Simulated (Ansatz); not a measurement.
This script for Ansatz's Python interface starts 3 runs on HfW₂, space group Fd-3m. What input does the engine get in each?

`lattice_hfw2.py`:
```python
from dataclasses import dataclass

import ansatz as az
import numpy as np


@dataclass(frozen=True)
class Options:
    filling: str = "Marzari-Vanderbilt"
    k_length: int = 22
    cutoff: int = 550
    force_tol: float = 0.05


opts = Options()

def edges_and_angles(cell):
    cell = np.asarray(cell)
    a, b, c = np.linalg.norm(cell, axis=1)
    cosines = cell[1] @ cell[2] / (b * c), cell[0] @ cell[2] / (a * c), cell[0] @ cell[1] / (a * b)
    return (a, b, c, *np.degrees(np.arccos(cosines)))


def main() -> None:
    lattice = az.Lattice.of(
        (0.0, 3.7955, 3.7955),
        (3.7955, 0.0, 3.7955),
        (3.7955, 3.7955, 0.0),
    )
    sites = [
        ("Hf", (0.0, 0.0, 0.0)),
        ("Hf", (0.25, 0.25, 0.25)),
        ("W", (0.625, 0.625, 0.625)),
        ("W", (0.125, 0.625, 0.625)),
        ("W", (0.625, 0.625, 0.125)),
        ("W", (0.625, 0.125, 0.625)),
    ]
    system = az.Crystal(lattice=lattice)
    for symbol, position in sites:
        system = system.atom(symbol, position)

    calculation = (
        system.calculation()
        .occupations(opts.filling)
        .kpoints(length=opts.k_length)
        .basis(opts.cutoff)
        .relax(cell=True, force_tolerance=opts.force_tol, max_steps=60)
    )

    levels = [("r2scan", "none"), ("r2scan", "d4"), ("blyp", "d3bj")]
    print("level            a       b       c    alpha   beta  gamma  V/atom  steps")
    for name, dispersion in levels:
        seen = []
        run = calculation.functional(name, dispersion=dispersion).session().plan()
        done = run.execute(on_event=lambda e: seen.append(e) if e["event"] == "relax_step" else None)
        cell = done.lattice.cell_ang
        label = name if dispersion == "none" else f"{name}+{dispersion}"
        print("{:13s} {:7.4f} {:7.4f} {:7.4f} {:6.2f} {:6.2f} {:6.2f}".format(label, *edges_and_angles(cell)), f"{abs(np.linalg.det(cell)) / len(done.lattice.sites):7.3f} {len(seen):5d}")


if __name__ == "__main__":
    main()
```

Run 1:
```yaml
crystal:
  lattice:
    - [0.0, 3.7955, 3.7955]
    - [3.7955, 0.0, 3.7955]
    - [3.7955, 3.7955, 0.0]
  atoms:
    - { symbol: Hf, position: [0.0, 0.0, 0.0] }
    - { symbol: Hf, position: [0.25, 0.25, 0.25] }
    - { symbol: W, position: [0.625, 0.625, 0.625] }
    - { symbol: W, position: [0.125, 0.625, 0.625] }
    - { symbol: W, position: [0.625, 0.625, 0.125] }
    - { symbol: W, position: [0.625, 0.125, 0.625] }
basis:
  ecutwfc: 550.0
kpoints:
  mp_grid:
    grid: [5, 5, 5]
hamiltonian:
  xc: r2scan
  dispersion: none
scf:
  occupations:
    method: cold
relax:
  f_tol: 0.05
  max_steps: 60
  cell: {}
```

Run 2, against run 1:
```diff
-  dispersion: none
+  dispersion: d4
```

Run 3, against run 1:
```diff
-  xc: r2scan
-  dispersion: none
+  xc: blyp
+  dispersion: d3bj
```

```console
$ python lattice_hfw2.py
level            a       b       c    alpha   beta  gamma  V/atom  steps
r2scan         5.3651  5.3651  5.3651  60.00  60.00  60.00  18.200     4
r2scan+d4      5.3565  5.3565  5.3565  60.00  60.00  60.00  18.113     4
blyp+d3bj      5.3340  5.3340  5.3340  60.00  60.00  60.00  17.886     5
```

From smallest to largest: BLYP+D3BJ (17.89 Å³ an atom, -1.9 % against the start), r2SCAN+D4 (18.11 Å³ an atom, -0.6 % against the start) and r2SCAN (18.20 Å³ an atom, -0.1 % against the start). The spread is 1.8 % in volume.

Caveats:
- Forces vanish by symmetry, so the ions can't move, and the end may be a saddle.
- BLYP and dispersion corrections can be off by several per cent in the lattices of metals, and by several GPa in the pressure at a fixed cell.
- For a metal this k-point mesh is coarse: on a finer one energies can move by several to tens of meV an atom and pressures by half a GPa or more, differences at one mesh by less.
- Edges and angles are those of the cell as typed, here a primitive one, not of the conventional cell.
- Spin-orbit coupling, which matters for elements this heavy, is left out.
- The structure is a deposited one; some such entries were measured under pressure or heat, so a shift against it needn't be the functional's error alone.
- Run time: 95 s on 1 thread of Arm Neoverse V2, with other jobs on the host, peak memory 0.94 GiB.
